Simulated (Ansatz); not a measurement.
# YSe2 (CdCl2 type): a single-point run

Wanted: a converged single-point run for YSe2 (CdCl2 type), and a check of what comes out. The structure is shown as the input types it.

Computed with Ansatz 0.2.0 (DFT PBE, scalar-relativistic, plane waves, PAW, unless a step's input says otherwise).

1 further run of the same task is left out (it didn't finish). Runs told in other sessions of the task aren't counted.

## Step 1: The structure to begin with

Symmetry: R-3m, No. 166, trigonal system. Conventional cell: a = 4.340 Å, b = 4.340 Å, c = 15.628 Å, α = 90.00°, β = 90.00°, γ = 120.00°. Y (site symmetry -3m) has 6 Se at 2.86 Å in its first shell of neighbours. Se (site symmetry 3m) is surrounded by 3 Y at 2.86 Å.

Structure file:

```cif
data_structure
_symmetry_space_group_name_H-M 'R-3m:H'
_symmetry_Int_Tables_number 166
_cell_length_a 4.3401
_cell_length_b 4.3401
_cell_length_c 15.6277
_cell_angle_alpha 90.000
_cell_angle_beta 90.000
_cell_angle_gamma 120.000
_cell_volume 254.93
loop_
_atom_site_label
_atom_site_type_symbol
_atom_site_symmetry_multiplicity
_atom_site_Wyckoff_symbol
_atom_site_fract_x
_atom_site_fract_y
_atom_site_fract_z
_atom_site_occupancy
Y1 Y 3 a 0.00000 0.00000 0.00000 1
Se1 Se 6 c 0.33333 0.66667 0.91125 1
```

## Step 2: The run

input.yaml reads:

```yaml
crystal:
  lattice:
    - [2.17004695139, 1.252877191522, 5.209249422304]
    - [-2.17004695139, 1.252877191522, 5.209249422304]
    - [0.0, -2.505754383095, 5.209249422292]
  atoms:
    - { symbol: "Y", position: [0.0, 0.0, 0.0] }
    - { symbol: Se, position: [0.2445848164, 0.2445848164, 0.2445848164] }
    - { symbol: Se, position: [0.7554151836, 0.7554151836, 0.7554151836] }
basis:
  ecutwfc: 420
  ecutrho_ratio: 4
kpoints:
  mp_grid: { grid: [10, 10, 10] }
hamiltonian:
  xc: pbe
scf:
  occupations: { method: gaussian, width: 0.05 }
  max_iter: 50
output:
  forces: true
  stress: true
magnetization:
  spin_polarized: true
  initial_magnetization: 40
```

Launch:

```bash
$ ansatz run input.yaml --threads 2 --pin off --max-ram 2662MiB --backend cpu --events-out ev --progress --plain --runs-dir out
```

Q: Will this input give a usable result? If not, why, and what should change?

This run ends as converged, with warnings (given moment on shells, seeded moment not kept). Its log warns: «where an SCF of this run starts from atoms to list the orders of its open shells, Y (site 0, from 0) starts with 1.00 μB on its 4d shell ...»

In the input, magnetization.spin_polarized is true; magnetization.initial_magnetization is 40. A typed moment is only a start; here the run ends at the energy of the run without it (within 1 meV an atom), so the result stands.

No remedy is needed.
